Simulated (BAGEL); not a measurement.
# B3LYP/cc-pVDZ (density fitting with qzvpp-jkfit) run of C2H5AlSi (SMILES [AlH2][C]#C[SiH3])

What is the energy change on altering one bond length of C2H5AlSi at B3LYP/cc-pVDZ (density fitting with qzvpp-jkfit)? 

The calculation is run with BAGEL 1.2.2.

## Step 1: The system as given

C2H5AlSi has 9 atoms, charge 0, and is taken as a singlet. SMILES: `[AlH2][C]#C[SiH3]`. The shape comes from GFN2-xTB, which is rough for such elements, and wasn't checked as a minimum.

Bond lengths: Al1–C2 1.943 Å, C2–C3 1.223 Å, C3–Si4 1.854 Å, Al1–H5 1.552 Å, Al1–H6 1.552 Å, Si4–H7 1.465 Å, Si4–H8 1.465 Å, Si4–H9 1.465 Å. Some angles: Al1–C2–C3 179.8°, C2–C3–Si4 179.8°, C2–Al1–H5 122.9°, C2–Al1–H6 122.8°, C3–Si4–H7 108.0°, C3–Si4–H8 107.9°, C3–Si4–H9 108.2°, H5–Al1–H6 114.4°, H7–Si4–H8 110.9°, H7–Si4–H9 110.9°.

## Step 2: The energy at B3LYP/cc-pVDZ (density fitting with qzvpp-jkfit)

File input.json:

```json
{ "bagel" : [

{
  "title" : "molecule",
  "basis" : "cc-pvdz.json",
  "df_basis" : "qzvpp-jkfit",
  "angstrom" : true,
  "geometry" : [
    { "atom" : "Al", "xyz" : [   -0.616830,    2.371580,   -1.277520 ] },
    { "atom" : "C", "xyz" : [   -0.186090,    0.704560,   -0.376640 ] },
    { "atom" : "C", "xyz" : [    0.087650,   -0.346640,    0.186330 ] },
    { "atom" : "Si", "xyz" : [    0.504000,   -1.936970,    1.043990 ] },
    { "atom" : "H", "xyz" : [   -0.791060,    2.477120,   -2.816330 ] },
    { "atom" : "H", "xyz" : [   -0.816890,    3.709690,   -0.517070 ] },
    { "atom" : "H", "xyz" : [   -0.185130,   -3.022820,    0.341490 ] },
    { "atom" : "H", "xyz" : [    1.957090,   -2.115900,    0.983090 ] },
    { "atom" : "H", "xyz" : [    0.047260,   -1.840610,    2.432660 ] }
  ]
},
{ "title" : "ks", "xc_func" : "b3lyp" },
{ "title" : "print", "file" : "orbitals.molden", "orbitals" : true }

]}
```

The basis set cc-pVDZ is read from a file made from the Basis Set Exchange's data (not shown).

Launch:

```
BAGEL_NUM_THREADS=1 BAGEL input.json > input.out
```

The program printed:

```text
* using 1 threads per process

  ===============================================================
  ===============================================================

  *** Geometry ***

  { "atom" : "Al", "xyz" : [     -1.165640,      4.481637,     -2.414163 ] },
  { "atom" : "C", "xyz" : [     -0.351659,      1.331425,     -0.711746 ] },
  { "atom" : "C", "xyz" : [      0.165634,     -0.655055,      0.352113 ] },
  { "atom" : "Si", "xyz" : [      0.952422,     -3.660343,      1.972855 ] },
  { "atom" : "H", "xyz" : [     -1.494887,      4.681078,     -5.322092 ] },
  { "atom" : "H", "xyz" : [     -1.543698,      7.010298,     -0.977121 ] },
  { "atom" : "H", "xyz" : [     -0.349845,     -5.712302,      0.645323 ] },
  { "atom" : "H", "xyz" : [      3.698364,     -3.998472,      1.857771 ] },
  { "atom" : "H", "xyz" : [      0.089308,     -3.478249,      4.597061 ] },

  Number of auxiliary basis functions:      496

  Since a DF basis is specified, we compute 2- and 3-index integrals:
    o Being stored without compression. Storage requirement is 0.031 GB

  Number of basis functions:       89
  Number of electrons      :       44

    * METHOD: MOLECULE                             0.27

  *** Kohn-Sham DFT ***

    * Removing 14256 points whose weight is below 1.00e-10
    * Grid points: 119898

  === Nuclear Repulsion ===
   148.5544864022

       - DIIS with orbital gradients will be used.

  === KS iteration (b3lyp / cc-pvdz.json) ===
      0       -579.39896275          0.08518967           0.46
      1       -584.15289558          0.07616642           0.44
      2       -512.66324025          0.17973245           0.45
      3       -598.02571457          0.08956058           0.45
      4       -603.86230966          0.06053883           0.45
      5       -606.80462920          0.05499449           0.45
      6       -605.90030132          0.05975830           0.45
      7       -573.10836954          0.15706756           0.45
      8       -594.30101346          0.10218287           0.46
      9       -605.12995834          0.06830306           0.46
     10       -611.01563582          0.01252389           0.45
     11       -611.02842796          0.01200804           0.45
     12       -611.08049030          0.00805110           0.45
     13       -611.11150349          0.00093125           0.45
     14       -611.11198861          0.00013993           0.46
     15       -611.11200525          0.00003269           0.45
     16       -611.11200617          0.00000650           0.45
     17       -611.11200620          0.00000146           0.45
     18       -611.11200620          0.00000035           0.46
     19       -611.11200620          0.00000004           0.46
     20       -611.11200620          0.00000002           0.46
     21       -611.11200620          0.00000001           0.45
    * SCF iteration converged.

    * Permanent dipole moment:
           (   -0.065152,     0.235686,    -0.126453) a.u.

    * METHOD: KS                                  10.57

    * METHOD: PRINT                                0.01

  ===============================================================
```

Run time: 11 s. Hardware: 1 thread of Arm Neoverse V2, shared host; peak memory 0.49 GiB.

## Step 3: The distorted shape at the same level

File dft.json:

```json
{ "bagel" : [

{
  "title" : "molecule",
  "basis" : "cc-pvdz.json",
  "df_basis" : "qzvpp-jkfit",
  "angstrom" : true,
  "geometry" : [
    { "atom" : "Al", "xyz" : [   -0.529710,    2.318807,   -0.508067 ] },
    { "atom" : "C", "xyz" : [   -0.098970,    0.651787,    0.392813 ] },
    { "atom" : "C", "xyz" : [    0.174770,   -0.399413,    0.955783 ] },
    { "atom" : "Si", "xyz" : [    0.591120,   -1.989743,    1.813443 ] },
    { "atom" : "H", "xyz" : [   -0.791060,    2.477120,   -2.816330 ] },
    { "atom" : "H", "xyz" : [   -0.729770,    3.656917,    0.252383 ] },
    { "atom" : "H", "xyz" : [   -0.098010,   -3.075593,    1.110943 ] },
    { "atom" : "H", "xyz" : [    2.044210,   -2.168673,    1.752543 ] },
    { "atom" : "H", "xyz" : [    0.134380,   -1.893383,    3.202113 ] }
  ]
},
{
  "title" : "ks",
  "xc_func" : "b3lyp"
},
{
  "title" : "print",
  "file" : "orbitals.molden",
  "orbitals" : true
}

]}
```

The basis set cc-pVDZ is read from a file made from the Basis Set Exchange's data (not shown).

Launch:

```
BAGEL_NUM_THREADS=1 BAGEL dft.json > dft.out
```

The program printed:

```text
* using 1 threads per process

  ===============================================================
  ===============================================================

  *** Geometry ***

  { "atom" : "Al", "xyz" : [     -1.001007,      4.381910,     -0.960107 ] },
  { "atom" : "C", "xyz" : [     -0.187026,      1.231699,      0.742309 ] },
  { "atom" : "C", "xyz" : [      0.330267,     -0.754781,      1.806168 ] },
  { "atom" : "Si", "xyz" : [      1.117055,     -3.760069,      3.426911 ] },
  { "atom" : "H", "xyz" : [     -1.494887,      4.681078,     -5.322092 ] },
  { "atom" : "H", "xyz" : [     -1.379065,      6.910572,      0.476935 ] },
  { "atom" : "H", "xyz" : [     -0.185212,     -5.812028,      2.099378 ] },
  { "atom" : "H", "xyz" : [      3.862997,     -4.098198,      3.311826 ] },
  { "atom" : "H", "xyz" : [      0.253941,     -3.577975,      6.051117 ] },

  Number of auxiliary basis functions:      496

  Since a DF basis is specified, we compute 2- and 3-index integrals:
    o Being stored without compression. Storage requirement is 0.031 GB

  Number of basis functions:       89
  Number of electrons      :       44

    * METHOD: MOLECULE                             0.26

  *** Kohn-Sham DFT ***

    * Removing 13802 points whose weight is below 1.00e-10
    * Grid points: 120352

  === Nuclear Repulsion ===
   146.6244367648

       - DIIS with orbital gradients will be used.

  === KS iteration (b3lyp / cc-pvdz.json) ===
      0       -579.61510583          0.08426612           0.46
      1       -584.62068391          0.07567903           0.45
      2       -513.41772469          0.17917952           0.44
      3       -598.19378705          0.09001788           0.44
      4       -603.96275193          0.06069646           0.44
      5       -606.87586551          0.05092343           0.45
      6       -606.25667952          0.06038558           0.44
      7       -573.27851485          0.15920138           0.44
      8       -599.54928201          0.09692957           0.45
      9       -607.26439713          0.06237519           0.44
     10       -610.87826514          0.01491326           0.44
     11       -610.90675204          0.01794548           0.44
     12       -611.02221071          0.00809070           0.44
     13       -611.05392100          0.00082367           0.45
     14       -611.05459014          0.00029438           0.44
     15       -611.05468777          0.00006261           0.45
     16       -611.05469075          0.00005076           0.45
     17       -611.05469397          0.00000366           0.44
     18       -611.05469398          0.00000137           0.45
     19       -611.05469398          0.00000087           0.45
     20       -611.05469398          0.00000028           0.44
     21       -611.05469398          0.00000005           0.45
     22       -611.05469398          0.00000001           0.45
     23       -611.05469398          0.00000000           0.45
    * SCF iteration converged.

    * Permanent dipole moment:
           (   -0.152696,     0.352936,    -0.769563) a.u.

    * METHOD: KS                                  11.35

    * METHOD: PRINT                                0.01

  ===============================================================
```

Wall time 12 s (1 thread of Arm Neoverse V2, shared host); peak memory 0.5 GiB.

## Step 4: Outcome

Level: B3LYP/cc-pVDZ (density fitting with qzvpp-jkfit).

```
                                                          quantity          value
                                         first shape: total energy  -611.11201 Eh
                                        first shape: dipole moment         0.70 D
                                          first shape: HOMO energy       -7.55 eV
                                          first shape: LUMO energy       -2.12 eV
                                        first shape: HOMO–LUMO gap        5.43 eV
                                     distorted shape: total energy  -611.05469 Eh
                                    distorted shape: dipole moment         2.19 D
                                      distorted shape: HOMO energy       -6.96 eV
                                      distorted shape: LUMO energy       -2.39 eV
                                    distorted shape: HOMO–LUMO gap        4.57 eV
energy change with the Al1–H5 bond stretched from 1.552 to 2.328 Å       1.560 eV
```

With the Al1–H5 bond stretched from 1.552 to 2.328 Å the energy rises by 1.56 eV (150 kJ/mol). The first shape isn't relaxed at this level, so the change isn't measured from a minimum.
